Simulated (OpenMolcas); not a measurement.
# B86PBE/LANL2DZ (core potential) run of CH3NSn (SMILES [CH]1=[N][SnH2]1)

Wanted: a geometry optimisation of CH3NSn. 

Program for the calculation: OpenMolcas 26.06.

## Step 1: The structure to begin with

CH3NSn: 6 atoms, total charge 0, spin state singlet. As SMILES, `[CH]1=[N][SnH2]1`. The start is not the relaxed shape. The run starts from this shape.

Bond lengths: C1–N2 1.421 Å, C1–Sn3 2.105 Å, N2–Sn3 1.955 Å, C1–H4 1.020 Å, Sn3–H5 1.780 Å, Sn3–H6 1.733 Å. Angles: C1–N2–Sn3 75.3°, N2–C1–Sn3 63.9°, C1–Sn3–N2 40.8°, N2–C1–H4 153.6°, Sn3–C1–H4 142.2°, C1–Sn3–H5 117.8°, C1–Sn3–H6 119.3°, N2–Sn3–H5 110.5°, N2–Sn3–H6 109.8°, H5–Sn3–H6 122.8°.

## Step 2: A structure relaxation at B86PBE/LANL2DZ (core potential)

mol.xyz

```xyz
6

C      0.125505    -1.309698     0.118022
N     -1.151905    -0.713872    -0.060477
Sn     0.095901     0.790594    -0.017156
H      0.760872    -2.103781     0.191000
H      0.251173     1.519652    -1.633563
H     -0.165215     1.729651     1.415438
```

run.input

```
&gateway
coord
mol.xyz
basis
LANL2DZ
group
NoSym
>>> EXPORT MOLCAS_MAXITER=60
>>> Do While
&seward
&scf
ksdft
B86PBE
prorbitals
0
&slapaf
>>> EndDo
```

Launch:

```console
export MOLCAS_MEM=1860
pymolcas run.input > run.log
```

Q: Predict the results. Wanted: total energy at the end; dipole moment; HOMO energy; LUMO energy; HOMO–LUMO gap.

Answer, from the run:

Level: B86PBE/LANL2DZ (core potential).

| quantity | value |
| --- | --- |
| total energy at the end | -97.94052 Eh |
| dipole moment | 2.73 D |
| HOMO energy | -5.62 eV |
| LUMO energy | -3.30 eV |
| HOMO–LUMO gap | 2.31 eV |

In words: At the final geometry: Bond lengths: C1–N2 1.227 Å, C1–Sn3 2.411 Å, C1–H4 1.089 Å, Sn3–H5 1.767 Å, Sn3–H6 1.767 Å. Angles: N2–C1–Sn3 89.0°, N2–C1–H4 149.5°, Sn3–C1–H4 121.5°, C1–Sn3–H5 102.7°, C1–Sn3–H6 102.6°, H5–Sn3–H6 98.2°. The optimisation took 25 steps and changed the energy by -1.745 eV. Bonds broke or formed on the way. Mulliken charges run from -0.36 on C1 to +0.30 on H4; they depend strongly on the basis.
